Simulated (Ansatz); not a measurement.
# C2H6BFOSi: one species, many methods

How much do the methods differ for C2H6BFOSi? The plan is to run it at one geometry with functionals of several rungs and with coupled cluster, and see how far each lands from CCSD(T) at the basis-set limit for the atomisation energy.

Computed with Ansatz 0.2.0, Gaussian basis. Level: functionals in def2-TZVPP, the program's frozen cores in correlated methods.

The runs, in order: PBE-D4, r2SCAN-D4, PBE0-D4, B3LYP-D4, ωB97X-V, ωB97M-V, B2PLYP; CCSD(T)/def2-TZVPP; MP2/def2-QZVPP; extrapolation to the limit.

### Step 1. The relaxed structure

The geometry comes from an earlier relaxation with PBE0-D4 in a triple-zeta def2 set; it is a stationary point, not always the lowest conformer.

12 atoms, charge 0, spin multiplicity 1.

Atoms are counted from 1 here; the program's logs count them from 0.

Bond lengths: B1–O2 1.349 Å, B1–H7 1.198 Å, B1–H8 1.203 Å, O2–Si3 1.645 Å, Si3–F4 1.592 Å, Si3–C5 1.837 Å, Si3–H9 1.480 Å, C5–C6 1.331 Å, C5–H10 1.088 Å, C6–H11 1.087 Å, C6–H12 1.086 Å. Angles: O2–B1–H7 118.1°, O2–B1–H8 120.0°, H7–B1–H8 122.0°, B1–O2–Si3 133.1°, O2–Si3–F4 105.7°, O2–Si3–C5 109.9°, O2–Si3–H9 110.8°, F4–Si3–C5 110.5°, F4–Si3–H9 108.4°, C5–Si3–H9 111.5°, Si3–C5–C6 120.6°, Si3–C5–H10 120.5°, C6–C5–H10 119.0°, C5–C6–H11 121.7°, C5–C6–H12 122.4°, H11–C6–H12 115.9°.

### Step 2. PBE-D4 (GGA)

The input, in.yaml:

```yaml
crystal:
  periodic: [false, false, false]
  atoms:
    - {symbol: B, position_ang: [0.389602, -2.501368, -0.697201]}
    - {symbol: O, position_ang: [-0.008493, -1.241953, -0.970860]}
    - {symbol: Si, position_ang: [-0.776627, -0.088317, -0.084678]}
    - {symbol: F, position_ang: [-2.220465, 0.065405, -0.738159]}
    - {symbol: C, position_ang: [0.146814, 1.496422, -0.187376]}
    - {symbol: C, position_ang: [0.545264, 2.120377, 0.918523]}
    - {symbol: H, position_ang: [0.931364, -3.122805, -1.566324]}
    - {symbol: H, position_ang: [0.200455, -2.967375, 0.395792]}
    - {symbol: H, position_ang: [-0.944276, -0.527569, 1.318890]}
    - {symbol: H, position_ang: [0.381410, 1.936864, -1.154266]}
    - {symbol: H, position_ang: [0.335816, 1.719234, 1.907062]}
    - {symbol: H, position_ang: [1.096236, 3.055985, 0.892598]}
basis:
  gaussian: {orbitals: def2-TZVPP}
hamiltonian: {xc: pbe, dispersion: d4}
output: {forces: true, orbitals: {seedname: orbitals}}
```

Command:

```sh
> ansatz run in.yaml --threads 4 --pin off --events-out ev --progress --plain --max-ram 10444MiB
```

After this run come: r2SCAN-D4 (meta-GGA); PBE0-D4 (hybrid); B3LYP-D4 (hybrid); ωB97X-V (range-separated); ωB97M-V (range-separated); B2PLYP (double hybrid); CCSD(T) in def2-TZVPP; MP2 in def2-QZVPP.

Before running them: what should the planned runs give, taken together? Wanted: atomisation energy, CCSD(T)/CBS; farthest; mean size of error, hybrid; mean size of error, range-separated; gap, smallest and largest; T1 diagnostic; triples share of the correlation energy.

As calculated:

| quantity | value |
| --- | --- |
| atomisation energy, CCSD(T)/CBS | 4937.0 kJ/mol |
| functionals within 24.7 kJ/mol (0.5 %) | r2SCAN-D4, PBE0-D4, B3LYP-D4, ωB97X-V, ωB97M-V |
| farthest | PBE-D4 (+64.2 kJ/mol) |
| mean size of error, hybrid | 8.8 kJ/mol |
| mean size of error, range-separated | 8.2 kJ/mol |
| gap, smallest and largest | 4.99 eV (PBE-D4), 12.18 eV (ωB97X-V) |
| T1 diagnostic | 0.0126 |
| triples share of the correlation energy | 3.6 % |

In words: PBE-D4 is off by +64.2 kJ/mol. Double hybrids carry the basis error of their MP2 part in triple zeta, and no dispersion term here, so their miss is partly the set-up's. Misses under about 24.7 kJ/mol are within the doubt on the reference itself, which lacks core-valence correlation, relativity and higher excitations. Hartree-Fock recovers 76 % of the binding; the rest is correlation. Orbital gaps span 5.0 to 12.2 eV; exact exchange widens them.
